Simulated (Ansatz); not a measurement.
# RePt2: a trial structure relaxed

Aim: relax RePt2 from this start, MoSi2 (C11b) type (I4/mmm, No. 139), and see where it ends.

Program: Ansatz 0.2.0. Level of theory: DFT PBE, scalar-relativistic, plane waves, PAW. These are calculated values, not measurements.

1 further run of the same task is left out (it didn't finish).

## 1. The system as given

It takes space group I4/mmm (No. 139, tetragonal). Conventional cell: a = 3.278 Å, b = 3.278 Å, c = 8.040 Å, α = 90.00°, β = 90.00°, γ = 90.00°. Re (site symmetry 4/mmm) has 10 Pt at 2.67 to 2.69 Å as nearest neighbours. Around Pt (site symmetry 4mm) lie 5 Pt at 2.65 to 2.69 Å and 5 Re at 2.67 to 2.69 Å.

Coordinates:

```
Re Pt
1.0
    -1.63881    1.63881    4.02020
     1.63881   -1.63881    4.02020
     1.63881    1.63881   -4.02020
Re Pt
1 2
Direct
  0.00000 0.00000 0.00000
  0.66500 0.66500 0.00000
  0.33500 0.33500 0.00000
```

(A quick probe on a coarse mesh, which set the mesh and smearing, is not shown.)

## 3. A loose first relaxation

input.yaml reads:

```yaml
crystal:
  lattice:
    - [-1.6388075603, 1.6388075603, 4.0201997964]
    - [1.6388075603, -1.6388075603, 4.0201997964]
    - [1.6388075603, 1.6388075603, -4.0201997964]
  atoms:
    - { symbol: Re, position: [0.0, 0.0, 0.0] }
    - { symbol: Pt, position: [0.665, 0.665, 0.0] }
    - { symbol: Pt, position: [0.335, 0.335, 0.0] }
basis:
  ecutwfc: 420
kpoints:
  mp_grid: { grid: [8, 8, 8] }
hamiltonian:
  xc: pbe
scf:
  occupations: { method: gaussian, width: 0.1 }
  lower_state_search: "off"
output:
  forces: true
  stress: true
  eigenvalues: true
relax:
  adjacent_minimum: "off"
  f_tol: 0.04
  max_steps: 70
  cell: { stress_tol: 0.4 }
```

The run is started by

```bash
> ansatz run input.yaml --threads 1 --pin off --max-ram 2560MiB --backend cpu --events-out ev --progress --plain --runs-dir out
```

The session goes on with these runs: the relaxation.

**Question.** What will these runs give?

As calculated:

Formation energies count from the elements, computed with the same settings in runs not shown here.

| quantity | value |
| --- | --- |
| cell (conventional) | a = 3.359 Å, b = 3.359 Å, c = 8.227 Å, α = 90.00°, β = 90.00°, γ = 90.00° |
| space group | I4/mmm (No. 139) |
| volume | 15.47 Å³/atom |
| gap on the mesh | none (metal) |
| formation energy from the elements | +0.078 eV/atom |

What this shows: The space group stayed I4/mmm, and from the first guess the volume went from 14.40 to 15.47 Å³/atom. The formation energy of +0.08 eV/atom is positive, so the elements lie lower than this structure; another structure of the compound can lie lower. Spin-orbit coupling is left out for Pt, Re.
